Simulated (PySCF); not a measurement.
**Er(BH4)3: other functionals and bases at one geometry**

One table from this session's results is given with a row withheld; the runs are named, their logs left out.

The runs use PySCF 2.14.0; several levels, as the steps say, no spin–orbit coupling.

5 further runs of the same task are left out: 2 for a known fault of the program, 3 that didn't finish.

## Starting geometry

16 atoms, charge 0, spin multiplicity 1.

Bond lengths: Er1–B2 2.412 Å, Er1–H4 2.226 Å, Er1–H5 2.226 Å, Er1–H6 2.265 Å, Er1–B7 2.412 Å, Er1–H9 2.226 Å, Er1–H10 2.226 Å, Er1–H11 2.265 Å, Er1–B12 2.412 Å, Er1–H14 2.226 Å, Er1–H15 2.226 Å, Er1–H16 2.265 Å, B2–H3 1.204 Å, B2–H4 1.261 Å, B2–H5 1.261 Å, B2–H6 1.248 Å, B7–H8 1.204 Å, B7–H9 1.261 Å and more. Angles: B2–Er1–H4 31.2°, B2–Er1–H5 31.2°, B2–Er1–H6 30.7°, B2–Er1–B7 120.0°, B2–Er1–H9 101.7°, B2–Er1–H10 101.7°, B2–Er1–H11 150.7°, B2–Er1–B12 120.0°, B2–Er1–H14 130.8°, B2–Er1–H15 130.8°, B2–Er1–H16 89.3°, H4–Er1–H5 53.2°, H4–Er1–H6 53.0°, H4–Er1–B7 130.8°, H4–Er1–H9 101.5°, H4–Er1–H10 126.9°, H4–Er1–H11 150.9°, H4–Er1–B12 101.7° and more.

Geometry (Å):

```
Er    0.00000    0.00000    0.00000
B     2.41221    0.01440    0.00000
H     3.61561   -0.01689    0.00000
H     1.90743   -0.56832    0.99764
H     1.90743   -0.56832   -0.99764
H     1.93948    1.16954    0.00000
B    -1.21857    2.08183    0.00000
H    -1.79318    3.13965    0.00000
H    -0.46153    1.93604    0.99764
H    -0.46153    1.93604   -0.99764
H    -1.98259    1.09487    0.00000
B    -1.19364   -2.09623    0.00000
H    -1.82243   -3.12276    0.00000
H    -1.44590   -1.36772    0.99764
H    -1.44590   -1.36772   -0.99764
H     0.04311   -2.26441    0.00000
```

Formal oxidation states: Er +3. Each metal's 11 4f electrons lie in its core potential, so multiplicities, spins and levels count the valence alone. An earlier session relaxed this geometry at PBE0, Er lcecp-1-SVP with ECP57, B def2-SVP, H def2-SVP (singlet, point group C3h).

At PBE0 on the finer grid: E = -119.865253 Eh, HOMO -9.53 eV, LUMO -2.67 eV, Mulliken charge on Er1 +0.60 e, largest force component 0.016 eV/Å. 

Levels to run: CAM-B3LYP; HF; PBE; TPSSh; PBE0, TZVP. Hardware: 4 threads of Arm Neoverse V2, shared host.

Set-up of the first run:

File run.py (the lines that set the calculation):

```python
mol = gto.M(atom='''
Er     0.00000     0.00000     0.00000
B      2.41221     0.01440     0.00000
H      3.61561    -0.01689     0.00000
H      1.90743    -0.56832     0.99764
H      1.90743    -0.56832    -0.99764
H      1.93948     1.16954     0.00000
B     -1.21857     2.08183     0.00000
H     -1.79318     3.13965     0.00000
H     -0.46153     1.93604     0.99764
H     -0.46153     1.93604    -0.99764
H     -1.98259     1.09487     0.00000
B     -1.19364    -2.09623     0.00000
H     -1.82243    -3.12276     0.00000
H     -1.44590    -1.36772     0.99764
H     -1.44590    -1.36772    -0.99764
H      0.04311    -2.26441     0.00000''',
    basis={'Er': 'lcecp-1-SVP', 'B': 'def2-SVP', 'H': 'def2-SVP'},
    ecp={'Er': 'lcecp-1-SVP'},
    charge=0, spin=0)
mf = dft.RKS(mol, xc='CAMB3LYP')
mf.grids.atom_grid = (75, 302)  # f atoms: unpruned, at least (60, 302)
mf = mf.density_fit()  # fitting sets: Er AutoAux, B def2-universal-JKFIT, H def2-universal-JKFIT
mf.conv_tol = 1e-08; mf.max_cycle = 55
mf.kernel(dm0)  # dm0: the density of the relaxed state
```

Started as:

```bash
$ OMP_NUM_THREADS=4 python run.py
```

Among the steps run: CAM-B3LYP; HF; PBE; TPSSh; PBE0, TZVP.

One of the session's tables, all rows but one given; the rest of the session is left out.

```
              level  HOMO (eV)  gap (eV)  charge on Er1 (e)  largest force component (eV/Å)
PBE0 (relaxed here)      -9.53      6.86               0.60                            0.02
          CAM-B3LYP     -10.90      9.10               0.46                            0.14
                 HF     -12.81     12.93               1.33                            0.66
                PBE          ?         ?                  ?                               ?
              TPSSh      -8.98      6.08               0.65                            0.24
         PBE0, TZVP      -9.53      6.89               0.98                            0.31
```

Estimate the missing values for PBE.

**Answer.** HOMO (eV): -8.20; gap (eV): 4.74; charge on Er1 (e): 0.24; largest force component (eV/Å): 0.18. In the column «HOMO (eV)» it is the highest.

In one basis the HOMO–LUMO gap runs from 4.74 eV (PBE) to 12.93 eV (HF). The largest leftover force, 0.66 eV/Å with HF, stands at a geometry relaxed at another level. With 4f in the core, its levels are missing from HOMO and gap, and its count is fixed, so no charge can pass from the ligands into it. Total energies of different levels can't be compared.
